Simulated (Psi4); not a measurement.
**A workflow on CH5FOSi (SMILES C[SiH](O)F)**

Aim: a structure relaxation (singlet CH5FOSi, PBE/def2-SVPD), then a single-point energy (doublet CH5FOSi+, UPBE/def2-SVPD), then a structure relaxation (doublet CH5FOSi+, UPBE/def2-SVPD), then the energy (doublet CH5FOSi−, UPBE/def2-SVPD), then a geometry optimisation (doublet CH5FOSi−, UPBE/def2-SVPD) of CH5FOSi. 

Program for the calculation: Psi4 1.11.

## Step 1: The system as given

CH5FOSi: 9 atoms, total charge 0, spin state singlet. SMILES: `C[SiH](O)F`. The shape is that of a PBE0-D4/def2-TZVP optimisation. This is one conformer, not always the lowest. The run starts from this shape.

Bond lengths: C1–Si2 1.851 Å, Si2–O3 1.634 Å, Si2–F4 1.601 Å, C1–H5 1.093 Å, C1–H6 1.093 Å, C1–H7 1.093 Å, Si2–H8 1.477 Å, O3–H9 0.958 Å. Some angles: C1–Si2–O3 113.2°, C1–Si2–F4 107.2°, O3–Si2–F4 109.7°, C1–Si2–H8 113.7°, O3–Si2–H8 105.4°, F4–Si2–H8 107.6°, Si2–C1–H5 110.5°, Si2–C1–H6 110.6°, Si2–C1–H7 111.4°, Si2–O3–H9 119.0°.

## Step 2: A geometry optimisation at PBE/def2-SVPD (density fitting) (run 1)

input.inp reads:

```
memory 1600 mb

molecule {
  0 1
  C     -1.059200     0.382700     0.202100
  Si     0.598700    -0.059400    -0.491700
  O      1.699800    -0.426000     0.658800
  F      0.386100    -1.319200    -1.457200
  H     -1.759300     0.624200    -0.601500
  H     -0.982100     1.251700     0.860100
  H     -1.484000    -0.445000     0.776700
  H      1.214000     1.018000    -1.292600
  H      1.474600    -1.073100     1.328200
  symmetry c1
}

set basis def2-SVPD
set reference rks

e, wfn = optimize("pbe", return_wfn=True)
print_variables()
```

Run with:

```
psi4 input.inp input.out -n 1
```

input.out:

```text
[...]
  Running in c1 symmetry.
[...]
  Nuclear repulsion =  183.330196203869292
[...]
  Multiplicity = 1
[...]
  Nalpha       = 21
  Nbeta        = 21
[...]
    Number of basis functions: 130
[...]
   @DF-RKS iter   1:  -504.66340654816401    2.58295e-02   8.27722e-03 ADIIS/DIIS
[...]
   @DF-RKS iter   7:  -505.17029791489500   -1.76215e-12   1.13630e-09 DIIS
[...]
  @DF-RKS Final Energy:  -505.17029791489500
   => Energetics <=
    Nuclear Repulsion Energy =            179.1801237941586464
    One-Electron Energy =               -1054.5198556535365242
    Two-Electron Energy =                 417.0099408779096279
    DFT Exchange-Correlation Energy =     -46.8405069334267168
    Empirical Dispersion Energy =           0.0000000000000000
    VV10 Nonlocal Energy =                  0.0000000000000000
    Total Energy =                       -505.1702979148950021
[...]
 Multipole Moments:
 ------------------------------------------------------------------------------------
     Multipole            Electronic (a.u.)      Nuclear  (a.u.)        Total (a.u.)
 ------------------------------------------------------------------------------------
 L = 1.  Multiply by 2.5417464519 to convert [e a0] to [Debye]
 Dipole X            :          2.9583957           -3.5357174           -0.5773218
 Dipole Y            :         -3.6351108            3.8837334            0.2486226
 Dipole Z            :         -3.0673918            3.7563848            0.6889929
 Magnitude           :                                                    0.9326440
[...]
  -Total Gradient:
     Atom            X                  Y                   Z
    ------   -----------------  -----------------  -----------------
       1        0.000013479685     0.000016313556     0.000000403317
       2        0.000036834837     0.000016290976    -0.000029395781
       3        0.000066240238     0.000127325032     0.000031274940
       4        0.000068946243     0.000050197717     0.000019873918
       5        0.000009242595    -0.000017634551    -0.000005756608
       6       -0.000014439729     0.000004952060     0.000003517051
       7        0.000037316501    -0.000017606489     0.000004007593
       8       -0.000004661668     0.000069967378     0.000001291582
       9        0.000044486017     0.000039837287    -0.000005637636
[...]
```

Standard output:

```text
Optimizer: Optimization complete!
```

Run time: 1.9 min. Hardware: 1 thread of Intel Xeon Platinum 8259CL at 2.50GHz (Skylake/Cascade Lake), shared host; peak memory 0.98 GiB.

Steps, from the record of the run:

```csv
step,energy from the first frame kept (eV),largest force (eV/Å)
0,0.0000,1.9504
1,-0.0975,0.6193
2,-0.1050,0.1616
3,-0.1058,0.0283
4,-0.1060,0.0133
5,-0.1061,0.0106
6,-0.1061,0.0078
7,-0.1061,0.0076
```

After the run. Bond lengths: C1–Si2 1.868 Å, Si2–O3 1.678 Å, Si2–F4 1.660 Å, C1–H5 1.108 Å, C1–H6 1.107 Å, C1–H7 1.108 Å, Si2–H8 1.492 Å, O3–H9 0.971 Å. Some angles: C1–Si2–O3 113.8°, C1–Si2–F4 106.8°, O3–Si2–F4 109.6°, C1–Si2–H8 114.9°, O3–Si2–H8 104.6°, F4–Si2–H8 107.1°, Si2–C1–H5 110.2°, Si2–C1–H6 110.8°, Si2–C1–H7 111.4°, Si2–O3–H9 118.4°.

## Step 3: The doublet cation: a single-point energy at UPBE/def2-SVPD (density fitting) (run 2)

calc.in reads:

```
memory 1600 MB

molecule {
  1 2
  C     -2.03879150     0.74159656     0.40399699
  Si     1.12780745    -0.08444052    -0.91944625
  O      3.28460668    -0.81520706     1.28829433
  F      0.69980338    -2.54015285    -2.82473049
  H     -3.37304208     1.19137595    -1.14508332
  H     -1.90636705     2.41066693     1.65954425
  H     -2.84604093    -0.84756484     1.50232093
  H      2.34039179     1.94865534    -2.45065542
  H      2.83521847    -2.04242922     2.57540002
  units au
  symmetry c1
}

set globals {
  basis def2-SVPD
  reference uks
}

e, wfn = energy("pbe", return_wfn=True)
```

Run with:

```
psi4 calc.in calc.out -n 1
```

calc.out:

```text
[...]
  Running in c1 symmetry.
[...]
  Nuclear repulsion =  179.180122342246847
[...]
  Multiplicity = 2
[...]
  Nalpha       = 21
  Nbeta        = 20
[...]
    Number of basis functions: 130
[...]
   @DF-UKS iter   1:  -504.30247110089522    2.81040e-01   7.62117e-03 DIIS/ADIIS
[...]
   @DF-UKS iter  13:  -504.77137465129090   -2.72275e-08   4.82382e-07 DIIS
[...]
   @S^2 Observed:                7.527808153E-01
[...]
    Orbital Energies [Eh]
    ---------------------
    Alpha Occupied:
       1A    -65.741455     2A    -24.495068     3A    -19.053446
       4A    -10.169586     5A     -5.378871     6A     -3.795355
       7A     -3.794398     8A     -3.792572     9A     -1.284229
      10A     -1.175216    11A     -0.897325    12A     -0.766701
      13A     -0.684110    14A     -0.637508    15A     -0.630419
      16A     -0.615523    17A     -0.600503    18A     -0.589152
      19A     -0.574218    20A     -0.551279    21A     -0.550522
    Alpha Virtual:
      22A     -0.223797    23A     -0.216706    24A     -0.191845
      25A     -0.166701    26A     -0.148455    27A     -0.127146
[...]
  @DF-UKS Final Energy:  -504.77137465129090
   => Energetics <=
    Nuclear Repulsion Energy =            179.1801223422468468
    One-Electron Energy =               -1043.9648249363344803
    Two-Electron Energy =                 406.5023514021127085
    DFT Exchange-Correlation Energy =     -46.4890234593159306
    Empirical Dispersion Energy =           0.0000000000000000
    VV10 Nonlocal Energy =                  0.0000000000000000
    Total Energy =                       -504.7713746512908983
[...]
 Multipole Moments:
 ------------------------------------------------------------------------------------
     Multipole            Electronic (a.u.)      Nuclear  (a.u.)        Total (a.u.)
 ------------------------------------------------------------------------------------
 L = 1.  Multiply by 2.5417464519 to convert [e a0] to [Debye]
 Dipole X            :          2.6646668           -3.5357162           -0.8710494
 Dipole Y            :         -2.9782971            3.8837345            0.9054374
 Dipole Z            :         -2.6935798            3.7563856            1.0628058
 Magnitude           :                                                    1.6456306
[...]
```

It took 24 s on 1 thread of Intel Xeon Platinum 8259CL at 2.50GHz (Skylake/Cascade Lake), shared host; peak memory 0.91 GiB.

## Step 4: The doublet cation: a geometry optimisation at UPBE/def2-SVPD (density fitting) (run 3)

job.dat reads:

```
memory 1600 MB

molecule mol {
  1 2
  C
  Si 1 1.868017
  O 2 1.678411 1 113.76253
  F 2 1.660286 3 109.58024 1 -119.41401
  H 1 1.107761 2 110.15716 4 -58.65671
  H 1 1.107452 5 108.2357 2 121.25601
  H 1 1.107916 6 108.36262 5 -116.63541
  H 2 1.491908 4 107.05504 3 112.86641
  H 3 0.970671 2 118.42264 8 176.05521
  symmetry c1
}

set {
  basis def2-SVPD
  reference uks
  geom_maxiter 50
}

e, wfn = optimize("pbe", return_wfn=True)
```

Run with:

```
psi4 job.dat job.out -n 1
```

job.out:

```text
[...]
  Running in c1 symmetry.
[...]
  Nuclear repulsion =  179.180140593537971
[...]
  Multiplicity = 2
[...]
  Nalpha       = 21
  Nbeta        = 20
[...]
    Number of basis functions: 130
[...]
   @DF-UKS iter   1:  -504.30247129862209    2.81040e-01   7.62117e-03 DIIS/ADIIS
[...]
   @DF-UKS iter   9:  -504.79288116055415   -2.05205e-11   7.21364e-09 DIIS
[...]
   @S^2 Observed:                7.531665498E-01
[...]
  @DF-UKS Final Energy:  -504.79288116055415
   => Energetics <=
    Nuclear Repulsion Energy =            178.8604346207402784
    One-Electron Energy =               -1043.4104105784913372
    Two-Electron Energy =                 406.2482194189896632
    DFT Exchange-Correlation Energy =     -46.4911246217927712
    Empirical Dispersion Energy =           0.0000000000000000
    VV10 Nonlocal Energy =                  0.0000000000000000
    Total Energy =                       -504.7928811605541455
[...]
 Multipole Moments:
 ------------------------------------------------------------------------------------
     Multipole            Electronic (a.u.)      Nuclear  (a.u.)        Total (a.u.)
 ------------------------------------------------------------------------------------
 L = 1.  Multiply by 2.5417464519 to convert [e a0] to [Debye]
 Dipole X            :          2.3145580           -2.8288760           -0.5143180
 Dipole Y            :          1.3104667           -1.7790899           -0.4686232
 Dipole Z            :          4.1282808           -4.9979215           -0.8696407
 Magnitude           :                                                    1.1137350
[...]
  -Total Gradient:
     Atom            X                  Y                   Z
    ------   -----------------  -----------------  -----------------
       1        0.000025124062    -0.000045114336     0.000064946607
       2        0.000007168443     0.000143231563     0.000030636066
       3       -0.000055478671    -0.000152666609    -0.000067990474
       4       -0.000009009147    -0.000023989293    -0.000080316131
       5       -0.000066329671     0.000003369368     0.000008772224
       6        0.000039780086    -0.000005045058    -0.000112697876
       7       -0.000000006191     0.000005167312    -0.000013535434
       8       -0.000037434461    -0.000163551131    -0.000017767170
       9        0.000044728781    -0.000027368478    -0.000065809020
[...]
```

The script printed:

```text
Optimizer: Optimization complete!
```

Wall time 4.7 min (1 thread of Intel Xeon Platinum 8259CL at 2.50GHz (Skylake/Cascade Lake), shared host); peak memory 0.99 GiB.

Steps, from the record of the run:

```csv
step,energy from the first frame kept (eV),largest force (eV/Å)
0,0.0000,2.5785
1,-0.3090,1.8412
2,-0.5122,0.8602
3,-0.5544,0.3998
4,-0.5741,0.1650
5,-0.5806,0.1289
6,-0.5838,0.0819
7,-0.5850,0.0440
8,-0.5852,0.0304
9,-0.5852,0.0171
10,-0.5852,0.0137
11,-0.5852,0.0091
```

After the run. Bond lengths: C1–Si2 2.026 Å, Si2–O3 1.637 Å, Si2–F4 1.612 Å, C1–H5 1.108 Å, C1–H6 1.105 Å, C1–H7 1.109 Å, Si2–H8 1.509 Å, O3–H9 0.980 Å. Some angles: C1–Si2–O3 105.6°, C1–Si2–F4 106.0°, O3–Si2–F4 117.8°, C1–Si2–H8 101.0°, O3–Si2–H8 109.9°, F4–Si2–H8 114.7°, Si2–C1–H5 100.1°, Si2–C1–H6 105.4°, Si2–C1–H7 99.3°, Si2–O3–H9 128.1°.

## Step 5: The doublet anion: a single-point energy at UPBE/def2-SVPD (density fitting) (run 4)

ch5fosi.in reads:

```
memory 1.6 GB

molecule mol {
  -1 2
  C
  Si 1 1.868017
  O 2 1.678411 1 113.76253
  F 2 1.660286 3 109.58024 1 -119.41401
  H 1 1.107761 2 110.15716 4 -58.65671
  H 1 1.107452 5 108.2357 2 121.25601
  H 1 1.107916 6 108.36262 5 -116.63541
  H 2 1.491908 4 107.05504 3 112.86641
  H 3 0.970671 2 118.42264 8 176.05521
  symmetry c1
}

set {
  reference uks
}

energy("pbe/def2-SVPD")
print_variables()
```

Run with:

```
psi4 ch5fosi.in ch5fosi.out -n 1
```

ch5fosi.out:

```text
[...]
  Running in c1 symmetry.
[...]
  Nuclear repulsion =  179.180140593537971
[...]
  Multiplicity = 2
[...]
  Nalpha       = 22
  Nbeta        = 21
[...]
    Number of basis functions: 130
[...]
   @DF-UKS iter   1:  -504.41285870726506    1.70653e-01   9.12654e-03 DIIS/ADIIS
[...]
   @DF-UKS iter  11:  -505.12651333732265   -6.75473e-08   8.19100e-07 DIIS
[...]
   @S^2 Observed:                7.502845897E-01
[...]
    Orbital Energies [Eh]
    ---------------------
    Alpha Occupied:
       1A    -65.312792     2A    -24.096532     3A    -18.596293
       4A     -9.740476     5A     -4.950338     6A     -3.368009
       7A     -3.365159     8A     -3.363247     9A     -0.891863
      10A     -0.729192    11A     -0.480616    12A     -0.344200
      13A     -0.279013    14A     -0.235249    15A     -0.221284
      16A     -0.215553    17A     -0.204301    18A     -0.190132
      19A     -0.157262    20A     -0.128786    21A     -0.110777
      22A      0.108280
    Alpha Virtual:
      23A      0.133660    24A      0.147640    25A      0.162121
[...]
  @DF-UKS Final Energy:  -505.12651333732265
   => Energetics <=
    Nuclear Repulsion Energy =            179.1801405935379705
    One-Electron Energy =               -1061.3706571115071711
    Two-Electron Energy =                 424.0369767948453728
    DFT Exchange-Correlation Energy =     -46.9729736141988781
    Empirical Dispersion Energy =           0.0000000000000000
    VV10 Nonlocal Energy =                  0.0000000000000000
    Total Energy =                       -505.1265133373226490
[...]
 Multipole Moments:
 ------------------------------------------------------------------------------------
     Multipole            Electronic (a.u.)      Nuclear  (a.u.)        Total (a.u.)
 ------------------------------------------------------------------------------------
 L = 1.  Multiply by 2.5417464519 to convert [e a0] to [Debye]
 Dipole X            :          2.4509227           -2.9637071           -0.5127844
 Dipole Y            :          3.1068199           -1.6687402            1.4380798
 Dipole Z            :          5.2982749           -5.4887939           -0.1905190
 Magnitude           :                                                    1.5386093
[...]
```

Run time: 21 s. Hardware: 1 thread of Intel Xeon Platinum 8259CL at 2.50GHz (Skylake/Cascade Lake), shared host; peak memory 0.91 GiB.

## Step 6: The doublet anion: a structure relaxation at UPBE/def2-SVPD (density fitting) (run 5)

ch5fosi.py reads:

```python
import psi4

psi4.set_memory('1600 MB')
psi4.set_num_threads(1)
psi4.core.set_output_file('output.dat', False)

geom = psi4.geometry("""
-1 2
C     -2.03879150     0.74159656     0.40399699
Si     1.12780745    -0.08444052    -0.91944625
O      3.28460668    -0.81520706     1.28829433
F      0.69980338    -2.54015285    -2.82473049
H     -3.37304208     1.19137595    -1.14508332
H     -1.90636705     2.41066693     1.65954425
H     -2.84604093    -0.84756484     1.50232093
H      2.34039179     1.94865534    -2.45065542
H      2.83521847    -2.04242922     2.57540002
units au
symmetry c1
""")

psi4.set_options({
    'basis': 'def2-SVPD',
    'reference': 'uks',
    'geom_maxiter': 50,
})

energy_value = psi4.optimize("pbe", molecule=geom)
print('E =', round(energy_value, 9))
print(geom.to_string(dtype='xyz', units='Angstrom'))
for k, v in sorted(psi4.core.scalar_variables().items()):
    print(f'{k:45s} {v:18.10f}')
```

Run with:

```
python ch5fosi.py
```

output.dat:

```text
[...]
  Running in c1 symmetry.
[...]
  Nuclear repulsion =  179.180122342246847
[...]
  Multiplicity = 2
[...]
  Nalpha       = 22
  Nbeta        = 21
[...]
    Number of basis functions: 130
[...]
   @DF-UKS iter   1:  -504.41285856402470    1.70652e-01   9.12654e-03 ADIIS/DIIS
[...]
   @DF-UKS iter   8:  -505.13647225207535   -3.41061e-12   5.73130e-09 DIIS
[...]
   @S^2 Observed:                7.520722430E-01
[...]
  @DF-UKS Final Energy:  -505.13647225207535
   => Energetics <=
    Nuclear Repulsion Energy =            169.3250832031241941
    One-Electron Energy =               -1044.1008584611788592
    Two-Electron Energy =                 416.6221449051251966
    DFT Exchange-Correlation Energy =     -46.9828418991459245
    Empirical Dispersion Energy =           0.0000000000000000
    VV10 Nonlocal Energy =                  0.0000000000000000
    Total Energy =                       -505.1364722520753503
[...]
 Multipole Moments:
 ------------------------------------------------------------------------------------
     Multipole            Electronic (a.u.)      Nuclear  (a.u.)        Total (a.u.)
 ------------------------------------------------------------------------------------
 L = 1.  Multiply by 2.5417464519 to convert [e a0] to [Debye]
 Dipole X            :          1.9596892           -2.5094630           -0.5497738
 Dipole Y            :         -3.6163278            3.6531796            0.0368517
 Dipole Z            :         -4.0047548            4.4344364            0.4296816
 Magnitude           :                                                    0.6987385
[...]
  -Total Gradient:
     Atom            X                  Y                   Z
    ------   -----------------  -----------------  -----------------
       1       -0.000053804429    -0.000025040447     0.000062305024
       2       -0.000109620966     0.000018207900    -0.000114567214
       3        0.000110984702     0.000012692168     0.000087589417
       4        0.000016772999     0.000041176400     0.000078100423
       5       -0.000012697036     0.000004107481     0.000002563875
       6        0.000028077585     0.000017788131     0.000011427222
       7        0.000020765566     0.000022437987    -0.000024141334
       8        0.000003081476    -0.000012129376     0.000026783655
       9       -0.000009264648     0.000051221376     0.000006436475
[...]
```

Run time: 10 min. Hardware: 1 thread of Intel Xeon Platinum 8259CL at 2.50GHz (Skylake/Cascade Lake), shared host; peak memory 1 GiB.

Steps, from the record of the run:

```csv
step,energy from the first frame kept (eV),largest force (eV/Å)
0,0.0000,1.3676
1,-0.0886,0.5980
2,-0.1181,0.1974
3,-0.1239,0.2078
4,-0.1294,0.1423
5,-0.1327,0.1207
6,-0.1361,0.0938
7,-0.1422,0.1412
8,-0.1467,0.2022
9,-0.1481,0.1379
10,-0.1536,0.2196
11,-0.1560,0.1579
12,-0.1680,0.3494
13,-0.1924,0.4494
14,-0.1649,0.6968
15,-0.2400,0.3795
16,-0.2083,0.7941
17,-0.2608,0.2433
18,-0.2649,0.1787
19,-0.2694,0.1012
20,-0.2704,0.0458
21,-0.2707,0.0289
22,-0.2709,0.0268
23,-0.2710,0.0180
24,-0.2710,0.0082
```

After the run. Bond lengths: C1–Si2 1.934 Å, Si2–O3 1.827 Å, Si2–F4 1.796 Å, C1–H5 1.111 Å, C1–H6 1.111 Å, C1–H7 1.110 Å, Si2–H8 1.527 Å, O3–H9 0.972 Å. Some angles: C1–Si2–O3 101.1°, C1–Si2–F4 96.3°, O3–Si2–F4 159.7°, C1–Si2–H8 105.1°, O3–Si2–H8 92.5°, F4–Si2–H8 93.0°, Si2–C1–H5 110.1°, Si2–C1–H6 109.8°, Si2–C1–H7 112.5°, Si2–O3–H9 107.2°.

## Step 7: What came out

```
                                                               quantity          value
                          run 1, PBE/def2-SVPD: total energy at the end  -505.17030 Eh
                                    run 1, PBE/def2-SVPD: dipole moment         2.37 D
                                      run 1, PBE/def2-SVPD: HOMO energy       -7.61 eV
                                      run 1, PBE/def2-SVPD: LUMO energy       -0.63 eV
                                    run 1, PBE/def2-SVPD: HOMO–LUMO gap        6.97 eV
                                    doublet cation, run 2: total energy  -504.77137 Eh
              doublet cation, run 2: HOMO energy (highest over α and β)      -14.63 eV
               doublet cation, run 2: LUMO energy (lowest over α and β)      -14.11 eV
                                            doublet cation, run 2: ⟨S²⟩          0.753
                         doublet cation, run 3: total energy at the end  -504.79288 Eh
              doublet cation, run 3: HOMO energy (highest over α and β)      -13.98 eV
               doublet cation, run 3: LUMO energy (lowest over α and β)      -12.88 eV
                                            doublet cation, run 3: ⟨S²⟩          0.753
                                     doublet anion, run 4: total energy  -505.12651 Eh
               doublet anion, run 4: HOMO energy (highest over α and β)        2.95 eV
                doublet anion, run 4: LUMO energy (lowest over α and β)        3.44 eV
                                             doublet anion, run 4: ⟨S²⟩          0.750
                          doublet anion, run 5: total energy at the end  -505.13647 Eh
               doublet anion, run 5: HOMO energy (highest over α and β)        1.79 eV
                doublet anion, run 5: LUMO energy (lowest over α and β)        2.99 eV
                                             doublet anion, run 5: ⟨S²⟩          0.752
 adiabatic electron affinity (to the doublet anion, no zero-point term)      -0.920 eV
adiabatic ionisation energy (to the doublet cation, no zero-point term)      10.270 eV
```

In words: The adiabatic electron affinity (to the doublet anion, no zero-point term) is −0.92 eV (−21.2 kcal/mol). A negative value puts this state of the anion above the relaxed parent: the electron is not bound at this level, and such a value depends on the basis. The adiabatic ionisation energy (to the doublet cation, no zero-point term) is 10.27 eV (237 kcal/mol). The optimisation (run 1, PBE/def2-SVPD) took 8 steps and changed the energy by -0.106 eV. The optimisation (doublet cation, run 3) took 12 steps and changed the energy by -0.585 eV. The HOMO (doublet anion, run 4) lies at positive energy, 2.95 eV, as semi-local functionals often give for anions; only total energies tell whether the electron is bound.
